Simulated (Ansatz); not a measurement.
# CH₄GeS: functionals against CCSD(T) at one geometry

Aim: energy, forces and dipole at a structure displaced at random from a GFN2-xTB minimum, from CCSD(T) and from density functionals.

Program: Ansatz 0.2.0, Gaussian basis. Level of theory: single points in def2-TZVPP. These are calculated values, not measurements.

Cores are frozen in the correlated methods. Filled d shells of the heavier atoms are correlated.

## (1) The system as given

SMILES `S=[CH][GeH3]`, 7 atoms, charge 0, spin multiplicity 1.

Atoms are counted from 1 here; the program's logs count them from 0.

Bond lengths: S1–C2 1.669 Å, C2–Ge3 1.960 Å, C2–H4 1.034 Å, Ge3–H5 1.589 Å, Ge3–H6 1.491 Å, Ge3–H7 1.510 Å. Angles: S1–C2–Ge3 118.2°, S1–C2–H4 115.7°, Ge3–C2–H4 126.1°, C2–Ge3–H5 106.9°, C2–Ge3–H6 110.4°, C2–Ge3–H7 110.4°, H5–Ge3–H6 106.7°, H5–Ge3–H7 111.0°, H6–Ge3–H7 111.4°.

Geometry (Å):

| atom | x (Å) | y (Å) | z (Å) |
| --- | --- | --- | --- |
| S1 | -0.38470 | -1.99380 | 1.26360 |
| C2 | -0.54340 | -0.98940 | -0.05990 |
| Ge3 | 0.40930 | 0.72320 | -0.04100 |
| H4 | -1.17100 | -1.32920 | -0.80790 |
| H5 | -0.00030 | 1.49330 | -1.36860 |
| H6 | -0.05500 | 1.56240 | 1.10040 |
| H7 | 1.90050 | 0.49460 | 0.01330 |

## (2) CCSD(T)/def2-TZVPP

run/in.yaml reads:

```yaml
crystal:
  periodic: [false, false, false]
  atoms:
    - {symbol: S, position_ang: [-0.384700, -1.993800, 1.263600]}
    - {symbol: C, position_ang: [-0.543400, -0.989400, -0.059900]}
    - {symbol: Ge, position_ang: [0.409300, 0.723200, -0.041000]}
    - {symbol: H, position_ang: [-1.171000, -1.329200, -0.807900]}
    - {symbol: H, position_ang: [-0.000300, 1.493300, -1.368600]}
    - {symbol: H, position_ang: [-0.055000, 1.562400, 1.100400]}
    - {symbol: H, position_ang: [1.900500, 0.494600, 0.013300]}
basis:
  gaussian: {orbitals: def2-TZVPP}
correlation: {method: ccsd_t}
output: {forces: true}
```

No record of the launch command was kept for these runs.

## (3) PBE0-D4/def2-TZVPP

Edit run/in.yaml of step 2 so:

```diff
@@ -12,3 +12,3 @@
   gaussian: {orbitals: def2-TZVPP}
-correlation: {method: ccsd_t}
-output: {forces: true}
+hamiltonian: {xc: pbe0, dispersion: d4}
+output: {forces: true, orbitals: {seedname: orbitals}}
```

## (4) wB97M-V/def2-TZVPP

Edit run/in.yaml of step 3 so:

```diff
@@ -12,3 +12,3 @@
   gaussian: {orbitals: def2-TZVPP}
-hamiltonian: {xc: pbe0, dispersion: d4}
-output: {forces: true, orbitals: {seedname: orbitals}}
+hamiltonian: {xc: {name: wB97M-V}}
+output: {forces: true}
```

## (5) r2SCAN-D4/def2-TZVPP

Edit run/in.yaml of step 4 so:

```diff
@@ -12,3 +12,3 @@
   gaussian: {orbitals: def2-TZVPP}
-hamiltonian: {xc: {name: wB97M-V}}
+hamiltonian: {xc: r2scan, dispersion: d4}
 output: {forces: true}
```

## (6) PBE-D4/def2-TZVPP

Edit run/in.yaml of step 5 so:

```diff
@@ -12,3 +12,3 @@
   gaussian: {orbitals: def2-TZVPP}
-hamiltonian: {xc: r2scan, dispersion: d4}
+hamiltonian: {xc: pbe, dispersion: d4}
 output: {forces: true}
```

## (7) CAM-B3LYP-D4/def2-TZVPP

Edit run/in.yaml of step 6 so:

```diff
@@ -12,3 +12,3 @@
   gaussian: {orbitals: def2-TZVPP}
-hamiltonian: {xc: pbe, dispersion: d4}
+hamiltonian: {xc: {name: CAM-B3LYP}, dispersion: d4}
 output: {forces: true}
```

## (8) SPW92/def2-TZVPP

Edit run/in.yaml of step 7 so:

```diff
@@ -12,3 +12,3 @@
   gaussian: {orbitals: def2-TZVPP}
-hamiltonian: {xc: {name: CAM-B3LYP}, dispersion: d4}
+hamiltonian: {xc: lda}
 output: {forces: true}
```

(Steps that only read results are left out.)

Q: Predict the outcome of this session. Wanted: energy less free atoms, CCSD(T)/def2-TZVPP; RMS force component; RMS force error; HOMO and LUMO, PBE0-D4; T1 diagnostic.

The runs gave:

```
                                  quantity                                                                                              value
energy less free atoms, CCSD(T)/def2-TZVPP                                                                                     -2055.0 kJ/mol
                       RMS force component                                                               1.002 to 1.245 eV/Å over the methods
                           RMS force error  PBE0-D4 0.250, wB97M-V 0.276, r2SCAN-D4 0.155, PBE-D4 0.152, CAM-B3LYP-D4 0.292, SPW92 0.298 eV/Å
                    HOMO and LUMO, PBE0-D4                                                                                 -6.55 and -2.95 eV
                             T1 diagnostic                                                                                              0.016
```

In words: Against CCSD(T) the functionals' energies less atoms differ by -345.9 to -22.7 kJ/mol, PBE-D4 by -62.3 kJ/mol. CCSD(T) in triple zeta still lacks some correlation energy of the bonds, so part of these gaps is its own basis error and they don't rank the functionals. On forces the order runs from PBE-D4 to SPW92. Frozen-core CCSD(T) forces in triple zeta carry basis errors of their own, and this is one geometry, so small gaps rank nothing. The restricted Hartree–Fock reference is unstable towards an unrestricted one at one or more of these structures.
